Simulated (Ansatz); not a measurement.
# AlB2P3: the cost of one run

Program: Ansatz 0.2.0. Level of theory: DFT PBE, scalar-relativistic, plane waves, PAW. These are calculated values, not measurements.

1 further run of the same task is left out (it didn't finish). Runs told in other sessions of the task aren't counted.

## Step 1: The starting structure

Symmetry: P6/mmm, No. 191, hexagonal system. The conventional cell has a = 5.481 Å, b = 5.481 Å, c = 3.190 Å, α = 90.00°, β = 90.00°, γ = 120.00°. Al (site symmetry 6/mmm) has 6 B at 3.16 Å and 12 P at 3.17 Å and 2 Al at 3.19 Å in its first shell of neighbours. Around B (site symmetry -6m2) lie 6 P at 2.25 Å and 3 Al at 3.16 Å and 3 B at 3.16 Å. P (site symmetry mmm) has 4 B at 2.25 Å and 4 P at 2.74 Å and 4 Al at 3.17 Å in its first shell of neighbours.

As a file:

```cif
data_structure
_symmetry_space_group_name_H-M 'P 1'
_symmetry_Int_Tables_number 1
_cell_length_a 5.4810
_cell_length_b 5.4810
_cell_length_c 3.1902
_cell_angle_alpha 90.000
_cell_angle_beta 90.000
_cell_angle_gamma 120.000
_cell_volume 83.00
loop_
_atom_site_label
_atom_site_type_symbol
_atom_site_fract_x
_atom_site_fract_y
_atom_site_fract_z
_atom_site_occupancy
Al1 Al 0.00000 0.00000 0.00000 1
B1 B 0.33333 0.66667 0.00000 1
B2 B 0.66667 0.33333 0.00000 1
P1 P 0.50000 0.00000 0.50000 1
P2 P 0.50000 0.50000 0.50000 1
P3 P 0.00000 0.50000 0.50000 1
```

The cell is invented: species swapped into a database cell of YCo3B2 (P6/mmm, No. 191), with Al on the Y sites and P on the Co sites. Lengths come from tabulated atomic sizes and are only a guess.

## Step 2: The guess as it stands, on a coarse mesh

File input.yaml:

```yaml
crystal:
  lattice:
    - [5.4809645, 0.0, 0.0]
    - [-2.74048225, 4.7466545, 0.0]
    - [0.0, 0.0, 3.19020606]
  atoms:
    - { symbol: Al, position: [0.0, 0.0, 0.0] }
    - { symbol: B, position: [0.33333333, 0.66666667, 0.0] }
    - { symbol: B, position: [0.66666667, 0.33333333, 0.0] }
    - { symbol: P, position: [0.5, 0.0, 0.5] }
    - { symbol: P, position: [0.5, 0.5, 0.5] }
    - { symbol: P, position: [0.0, 0.5, 0.5] }
basis:
  ecutwfc: 420
kpoints:
  mp_grid: { grid: [6, 6, 6] }
hamiltonian:
  xc: pbe
scf:
  occupations: { method: gaussian, width: 0.1 }
  lower_state_search: "off"
output:
  forces: true
  stress: true
  eigenvalues: true
```

Started as:

```sh
> ansatz run input.yaml --threads 1 --pin off --max-ram 2560MiB --backend cpu --events-out ev --progress --plain --runs-dir out
```

What time and memory should one allow on 1 thread of Intel Xeon at 2.50GHz (Skylake/Cascade Lake), shared host?

About 5.7 s, with a peak of 0.37 GiB.
